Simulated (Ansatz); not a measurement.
**CuHO2+ (doublet): wave-function methods side by side, def2-SVP**

An exercise on one series of results from a longer session: the logs are not shown, and one member is left open.

Computed with Ansatz 0.2.0, Gaussian basis. Level: def2-SVP, core rule «outside noble gas», up to 11 orbitals frozen.

To be run: UHF; CCSD(T) on ROHF; CCSD(T) on UHF; CISD; CCSDT(Q) on UHF; CASSCF and MRCISD+Q, 19 electrons in 13 orbitals; CASSCF and NEVPT2, 19 electrons in 13 orbitals.

12 further runs of the same task are left out: 5 for a known fault of the program, 1 that didn't finish, 6 set aside as unsound or not needed.

## The geometry

The geometry is a PBE0/def2-TZVP stationary point (not a proven minimum) of the parent state, kept for this charge and spin.

4 atoms, charge 1, spin multiplicity 2.

Atoms are counted from 1 here; the program's logs count them from 0.

Bond lengths: Cu1–O2 1.712 Å, Cu1–O3 1.712 Å, Cu1–H4 1.431 Å. Angles: O2–Cu1–O3 177.0°, O2–Cu1–H4 91.5°, O3–Cu1–H4 91.5°.

The first run:

in.yaml

```yaml
crystal:
  periodic: [false, false, false]
  atoms:
    - {symbol: Cu, position_ang: [0.000000, 0.000288, 0.000000]}
    - {symbol: O, position_ang: [0.000000, 0.044480, -1.711810]}
    - {symbol: O, position_ang: [0.000000, 0.044481, 1.711810]}
    - {symbol: H, position_ang: [0.000000, -1.430279, 0.000000]}
basis:
  gaussian: {orbitals: def2-SVP}
total_charge: 1
magnetization: {spin_polarized: true, initial_magnetization: 1}
hamiltonian: {xc: hf}
output: {orbitals: {seedname: orbitals}}
```

Started as:

```console
$ ansatz run in.yaml --threads 1 --pin off --events-out ev --progress --plain --max-ram 4096MiB --backend cpu
```

Among the steps run: UHF; CCSD(T) on ROHF; CCSD(T) on UHF; CISD; CCSDT(Q) on UHF; CASSCF and MRCISD+Q, 19 electrons in 13 orbitals; CASSCF and NEVPT2, 19 electrons in 13 orbitals.

One table of the session follows, with a row left open; its other results are not shown here.

```
          method  from UCCSDT(Q) (meV)
             UHF              +16586.4
            RMP2               +3968.4
            UMP2               +2920.4
            CISD                     ?
           RCCSD               +2848.4
           UCCSD               +1239.7
        RCCSD(T)               -1990.7
        UCCSD(T)                +536.8
          UCCSDT                +268.6
       UCCSDT(Q)                     0
  CASSCF valence              +14812.0
  NEVPT2 valence               +1776.0
  MRCISD valence               +2093.6
MRCISD+Q valence                +791.0
```

Q: Estimate the row for CISD from the others.

As computed: from UCCSDT(Q) (meV): +6159.7. In the column «from UCCSDT(Q) (meV)» it lies between RMP2 (+3968.4) and CASSCF valence (+14812.0).

Some runs used a GPU and others CPU threads alone; cost is compared among the CPU runs only.

Left out of the table: ROHF (another determinant or state than the rows shown).

Caveats from the session: The determinant is far from a pure spin state, so its energy mixes those of several spin states (harmless only where they are near-degenerate, as at dissociation). The program flags RCCSD(T) as in doubt, so those rows may rest on another solution; read them beside their warnings. With 3.2 effectively unpaired electrons against 1 the state is strongly multireference. Warnings: spin contamination; coupled cluster took another determinant than the lowest; large T1 diagnostic. Restricted and unrestricted rows rest on different reference determinants; where their highest levels disagree by more than a few hundredths of an eV, they describe different states and don't form one ladder. Warnings in the runs' records: other amplitudes.
